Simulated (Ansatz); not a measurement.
# CH6O3Zr: taking an electron away

The task here is to estimate one member of a computed series from the others.

Method: unrestricted cation, the program's frozen cores in correlated methods; program: Ansatz 0.2.0, Gaussian basis.

Plan: UKS PBE-D4/def2-TZVPP; UKS r2SCAN-D4/def2-TZVPP; UKS PBE0-D4/def2-TZVPP; UKS B3LYP-D4/def2-TZVPP; UKS wB97X-V/def2-TZVPP; UKS wB97M-V/def2-TZVPP; UKS B2PLYP/def2-TZVPP; UHF-CCSD(T)/def2-TZVPP; UHF-MP2/def2-QZVPP; extrapolation to the limit; then −ε(HOMO) from the neutral's earlier runs with LDA (SPW92), PBE-D4, revPBE-D4, BLYP-D4, r2SCAN-D4, B97M-V, PBE0-D4, B3LYP-D4, r2SCANh-D4, r2SCAN0-D4, HSE06-D4, BHLYP-D4, CAM-B3LYP-D4, LC-ωPBE, ωB97X-V, ωB97M-V.

**The geometry**

An earlier PBE0-D4 in a triple-zeta def2 set relaxation fixed the geometry. Zr takes the def2 core potential; no spin-orbit term is included.

SMILES `[CH3][Zr]([OH])([OH])[OH]`, 11 atoms, charge 0, spin multiplicity 1.

Atoms are counted from 1 here; the program's logs count them from 0.

Bond lengths: C1–Zr2 2.233 Å, C1–H6 1.096 Å, C1–H7 1.096 Å, C1–H8 1.096 Å, Zr2–O3 1.925 Å, Zr2–O4 1.925 Å, Zr2–O5 1.925 Å, O3–H9 0.952 Å, O4–H10 0.952 Å, O5–H11 0.952 Å. Angles: Zr2–C1–H6 111.2°, Zr2–C1–H7 111.2°, Zr2–C1–H8 111.2°, H6–C1–H7 107.7°, H6–C1–H8 107.7°, H7–C1–H8 107.7°, C1–Zr2–O3 105.5°, C1–Zr2–O4 105.5°, C1–Zr2–O5 105.5°, O3–Zr2–O4 113.1°, O3–Zr2–O5 113.1°, O4–Zr2–O5 113.1°, Zr2–O3–H9 165.7°, Zr2–O4–H10 165.7°, Zr2–O5–H11 165.7°.

Set-up of the first run:

in.yaml

```yaml
crystal:
  periodic: [false, false, false]
  atoms:
    - {symbol: C, position_ang: [-1.517948, 0.694621, 0.392857]}
    - {symbol: Zr, position_ang: [0.458808, -0.209913, -0.118738]}
    - {symbol: O, position_ang: [1.258543, -0.686816, 1.566075]}
    - {symbol: O, position_ang: [1.428328, 1.165806, -1.053133]}
    - {symbol: O, position_ang: [0.057210, -1.734539, -1.223183]}
    - {symbol: H, position_ang: [-1.395740, 1.579021, 1.028157]}
    - {symbol: H, position_ang: [-2.056854, 1.003984, -0.509691]}
    - {symbol: H, position_ang: [-2.151638, -0.018506, 0.931938]}
    - {symbol: H, position_ang: [1.754484, -1.093390, 2.269338]}
    - {symbol: H, position_ang: [2.095532, 1.737417, -1.419112]}
    - {symbol: H, position_ang: [0.069286, -2.437676, -1.864498]}
basis:
  gaussian: {orbitals: def2-TZVPP}
total_charge: 1
magnetization: {spin_polarized: true, initial_magnetization: 1}
hamiltonian: {xc: pbe, dispersion: d4}
```

The run is started by

```
$ ansatz run in.yaml --threads 2 --pin off --events-out ev --progress --plain --max-ram 22528MiB --backend cpu
```

Among the steps run: Cation, UKS PBE-D4/def2-TZVPP; Cation, UKS r2SCAN-D4/def2-TZVPP; Cation, UKS PBE0-D4/def2-TZVPP; Cation, UKS B3LYP-D4/def2-TZVPP; Cation, UKS wB97X-V/def2-TZVPP; Cation, UKS wB97M-V/def2-TZVPP; Cation, UKS B2PLYP (frozen core)/def2-TZVPP; Cation, UHF-CCSD(T)/def2-TZVPP; Cation, UHF-MP2/def2-QZVPP.

One of the session's tables, all rows but one given; the rest of the session is left out.

It belongs to the step «Ionisation energies side by side». Orbital estimates, from the neutral's runs:

```
  functional  −ε(HOMO) (eV)
 LDA (SPW92)           5.90
      PBE-D4           5.76
   revPBE-D4              ?
     BLYP-D4           5.63
   r2SCAN-D4           6.02
      B97M-V           6.10
     PBE0-D4           7.08
    B3LYP-D4           6.85
  r2SCANh-D4           6.52
  r2SCAN0-D4           7.26
    HSE06-D4           6.68
    BHLYP-D4           8.29
CAM-B3LYP-D4           8.46
     LC-ωPBE           9.84
     ωB97X-V           9.49
     ωB97M-V           9.36
```

**Question.** Estimate the row for revPBE-D4.

As computed: −ε(HOMO) (eV): 5.70. In the column «−ε(HOMO) (eV)» it lies between BLYP-D4 (5.63) and PBE-D4 (5.76).
